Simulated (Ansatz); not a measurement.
# In2Au: the cost of one run

Program: Ansatz 0.2.0. Level of theory: DFT LDA, scalar-relativistic. These are calculated values, not measurements.

### 1 The structure to begin with

It takes space group Fm-3m (No. 225, cubic). The conventional cell has a = 6.502 Å, b = 6.502 Å, c = 6.502 Å, α = 90.00°, β = 90.00°, γ = 90.00°. In (site symmetry -43m) is surrounded by 4 Au at 2.82 Å. Au (site symmetry m-3m) has 8 In at 2.82 Å as nearest neighbours.

As a file:

```
CELL_PARAMETERS angstrom
0.00000 3.25100 3.25100
3.25100 0.00000 3.25100
3.25100 3.25100 0.00000
ATOMIC_POSITIONS crystal
In 0.25000 0.25000 0.25000
In 0.75000 0.75000 0.75000
Au 0.00000 0.00000 0.00000
```

Atoms are numbered in the order of the input: In1, In2, Au3.

### 2 Volume × 0.96, LAPW

input.yaml reads:

```yaml
crystal:
  lattice:
    - [0.0, 3.2070621815, 3.2070621815]
    - [3.2070621815, 0.0, 3.2070621815]
    - [3.2070621815, 3.2070621815, 0.0]
  atoms:
    - { symbol: In, position: [0.25, 0.25, 0.25] }
    - { symbol: In, position: [0.75, 0.75, 0.75] }
    - { symbol: Au, position: [0.0, 0.0, 0.0] }
kpoints:
  mp_grid: { grid: [10, 10, 10] }
  band_path:
    path:
      - [0.0, 0.0, 0.0]
      - [0.5, 0.0, 0.5]
      - [0.625, 0.25, 0.625]
      - [0.375, 0.375, 0.75]
      - [0.0, 0.0, 0.0]
      - [0.5, 0.5, 0.5]
      - [0.5, 0.25, 0.75]
      - [0.5, 0.0, 0.5]
    npoints: 5
scf:
  occupations: { method: fermi_dirac, width: 0.05 }
hamiltonian:
  xc: lda
  pseudopotentials: { kind: all_electron, lapw: { basis_error: 0.0005 } }
output:
  forces: true
  stress: true
  eigenvalues: true
```

On the command line:

```
ansatz run input.yaml --threads 1 --pin off --max-ram 4096MiB --backend cpu --events-out ev --progress --plain --runs-dir out
```

**Question.** How long does this run take on 1 thread of Arm Neoverse V1, shared host, and how much memory does it need?

About 68 s, with a peak of 0.59 GiB.
